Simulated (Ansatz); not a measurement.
# InH3 (SMILES [InH3]): single points off equilibrium

One table from this session's results is given with a row withheld; the runs are named, their logs left out.

Program: Ansatz 0.2.0, Gaussian basis. Level of theory: single points in def2-TZVPP. These are calculated values, not measurements.

Correlated methods freeze the cores. Filled d shells of the heavier atoms are correlated. Core potentials replace the inner electrons past krypton, and spin-orbit coupling is left out.

### The starting structure

4 atoms, charge 0, spin multiplicity 1.

Atoms are counted from 1 here; the program's logs count them from 0.

Bond lengths: In1–H2 1.677 Å, In1–H3 1.736 Å, In1–H4 1.725 Å. Angles: H2–In1–H3 120.6°, H2–In1–H4 119.8°, H3–In1–H4 119.6°.

Geometry (Å):

```xyz
4
H3In
In    0.0159   -0.0052    0.0027
H     0.4565    1.4841    0.6357
H    -1.1415   -0.1092   -1.2866
H     0.7497   -1.4444    0.6063
```

Set-up of the first run:

Contents of run/in.yaml:

```yaml
crystal:
  periodic: [false, false, false]
  atoms:
    - {symbol: In, position_ang: [0.015900, -0.005200, 0.002700]}
    - {symbol: H, position_ang: [0.456500, 1.484100, 0.635700]}
    - {symbol: H, position_ang: [-1.141500, -0.109200, -1.286600]}
    - {symbol: H, position_ang: [0.749700, -1.444400, 0.606300]}
basis:
  gaussian: {orbitals: def2-TZVPP}
correlation: {method: ccsd_t}
output: {forces: true}
```

No record of the launch command was kept for these runs.

Steps of the session up to this table: CCSD(T)/def2-TZVPP; PBE0-D4/def2-TZVPP; wB97M-V/def2-TZVPP; r2SCAN-D4/def2-TZVPP; PBE-D4/def2-TZVPP; BLYP-D4/def2-TZVPP; LC-wPBE/def2-TZVPP.

One table of the session follows, with a row left open; its other results are not shown here.

```
   method  RMS force component (eV/Å)  angle to CCSD(T) forces (°)
  CCSD(T)                       0.257                    reference
  PBE0-D4                       0.266                          7.9
  wB97M-V                       0.257                          2.8
r2SCAN-D4                       0.255                          3.3
   PBE-D4                       0.287                         20.7
  BLYP-D4                           ?                            ?
  LC-wPBE                       0.258                         14.7
```

Estimate the missing values for BLYP-D4.

The run gave: RMS force component (eV/Å): 0.306; angle to CCSD(T) forces (°): 26.2. In the column «RMS force component (eV/Å)» it is the highest.
